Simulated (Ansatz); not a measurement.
# C2H6Se (SMILES C[Se]C) at HF/STO-3G

What is the vertical singlet–triplet gap of C2H6Se at HF/STO-3G? 

Program for the calculation: Ansatz 0.2.0.

54 further runs of the same task are left out: 54 set aside as unsound or not needed.

### Step 1. The molecule

C2H6Se: 9 atoms, total charge 0, spin state singlet. As SMILES, `C[Se]C`. The coordinates come from a PBE0-D4/def2-TZVP relaxation.

Bond lengths: C1–Se2 1.940 Å, Se2–C3 1.940 Å, C1–H4 1.090 Å, C1–H5 1.089 Å, C1–H6 1.090 Å, C3–H7 1.090 Å, C3–H8 1.090 Å, C3–H9 1.089 Å. Some angles: C1–Se2–C3 96.9°, Se2–C1–H4 110.4°, Se2–C1–H5 107.0°, Se2–C1–H6 110.4°, Se2–C3–H7 110.4°, Se2–C3–H8 110.4°, Se2–C3–H9 107.0°, H4–C1–H5 109.3°, H4–C1–H6 110.4°, H5–C1–H6 109.3°.

### Step 2. The energy at HF/STO-3G

Input file input.yaml:

```yaml
crystal:
  periodic: [false, false, false]
  atoms:
    - symbol: C
      position_ang: [-0.594400, 0.668400, -1.138000]
    - symbol: Se
      position_ang: [1.137100, 0.569700, -0.268200]
    - symbol: C
      position_ang: [0.625700, -0.672800, 1.131400]
    - symbol: H
      position_ang: [-0.892600, -0.313800, -1.503200]
    - symbol: H
      position_ang: [-0.489400, 1.349300, -1.982000]
    - symbol: H
      position_ang: [-1.343000, 1.060700, -0.450400]
    - symbol: H
      position_ang: [-0.158200, -0.242200, 1.753800]
    - symbol: H
      position_ang: [0.291600, -1.615500, 0.699100]
    - symbol: H
      position_ang: [1.511500, -0.850200, 1.740300]
basis:
  gaussian:
    orbitals: STO-3G
total_charge: 0
hamiltonian:
  xc: hf
accuracy: high
output: {orbitals: {seedname: orbitals}}
```

Run with:

```sh
ansatz run input.yaml --threads 1 --pin off --max-ram 3480MiB --events-out events.jsonl --progress --plain --runs-dir runs
```

Standard output:

```text
Warning: RAYON_NUM_THREADS=1 ignored (pool sized by the plan → 1); use --threads N
Functional definition: HF
  name "HF"
  exchange = exact_x
  correlation = 0
563 factors; integrals over basis functions are off by at most 7.6e-9 eV
mean field evaluation 1: about -66717.3166 eV, gradient 1.6e1 eV
mean field evaluation 2: about -66717.4658 eV, gradient 1.6e1 eV
mean field evaluation 4: about -66718.5951 eV, gradient 9.7e-1 eV
mean field evaluation 8: about -66718.5996 eV, gradient 1.6e-6 eV
mean field -66718.59959366 eV, -2451.8633115760 hartree, gradient 5.7e-8 eV, S^2 0.000000; 0 other end points of the search recorded, 0 dependent functions left out
reference -66718.59959366 eV, -2451.8633115760 hartree; 26, 26 occupied and 8, 8 virtual orbitals, 563 factors
Total energy: -66718.59959366 eV, -2451.8633115760 hartree
```

Wall time 0.24 s (1 thread of Intel Xeon 6975P-C (Granite Rapids), shared host).

### Step 3. The triplet at the same level

Input file run.yaml:

```yaml
crystal:
  periodic: [false, false, false]
  atoms:
    - {symbol: C, position_ang: [-0.594400, 0.668400, -1.138000]}
    - {symbol: Se, position_ang: [1.137100, 0.569700, -0.268200]}
    - {symbol: C, position_ang: [0.625700, -0.672800, 1.131400]}
    - {symbol: H, position_ang: [-0.892600, -0.313800, -1.503200]}
    - {symbol: H, position_ang: [-0.489400, 1.349300, -1.982000]}
    - {symbol: H, position_ang: [-1.343000, 1.060700, -0.450400]}
    - {symbol: H, position_ang: [-0.158200, -0.242200, 1.753800]}
    - {symbol: H, position_ang: [0.291600, -1.615500, 0.699100]}
    - {symbol: H, position_ang: [1.511500, -0.850200, 1.740300]}
basis:
  gaussian: {orbitals: STO-3G}
magnetization: {spin_polarized: true, initial_magnetization: 2}
hamiltonian: {xc: hf}
accuracy: high
output: {orbitals: {seedname: orbitals}}
```

Run with:

```sh
ansatz run run.yaml --threads 1 --pin off --max-ram 3480MiB --events-out events.jsonl --progress --plain --runs-dir runs
```

Standard output:

```text
Warning: RAYON_NUM_THREADS=1 ignored (pool sized by the plan → 1); use --threads N
[... 4 set-up lines as earlier in the session ...]
563 factors; integrals over basis functions are off by at most 7.6e-9 eV
mean field evaluation 1: about -66710.6898 eV, gradient 8.4e0 eV
mean field evaluation 2: about -66710.8899 eV, gradient 8.4e0 eV
mean field evaluation 4: about -66711.8141 eV, gradient 7.6e-1 eV
mean field evaluation 8: about -66711.8281 eV, gradient 1.0e-2 eV
mean field evaluation 16: about -66711.8276 eV, gradient 1.5e-4 eV
mean field evaluation 32: about -66711.8407 eV, gradient 5.1e-1 eV
mean field evaluation 64: about -66711.1703 eV, gradient 4.0e0 eV
mean field evaluation 96: about -66711.6204 eV, gradient 7.6e-1 eV
mean field -66711.84964620 eV, -2451.6152555822 hartree, gradient 1.6e-8 eV, S^2 2.021366; 4 other end points of the search recorded, 0 dependent functions left out
reference -66711.84964620 eV, -2451.6152555822 hartree; 27, 25 occupied and 7, 9 virtual orbitals, 563 factors
Total energy: -66711.84964620 eV, -2451.6152555822 hartree
```

It took 0.74 s on 1 thread of Intel Xeon 6975P-C (Granite Rapids), shared host.

### Step 4. What came out

Level: HF/STO-3G.

| quantity | value |
| --- | --- |
| singlet: total energy | -2451.86331 Eh |
| singlet: HOMO energy | -6.61 eV |
| singlet: LUMO energy | 10.22 eV |
| singlet: HOMO–LUMO gap | 16.82 eV |
| triplet: total energy | -2451.61526 Eh |
| triplet: HOMO energy (highest over α and β) | -0.05 eV |
| triplet: LUMO energy (lowest over α and β) | 3.40 eV |
| triplet: ⟨S²⟩ | 2.021 |
| vertical energy of the triplet above the singlet | 6.750 eV |

In words: At this shape the triplet lies 6.75 eV (651 kJ/mol) above the singlet. In a minimal basis such a difference can be off by several eV, whatever the method.
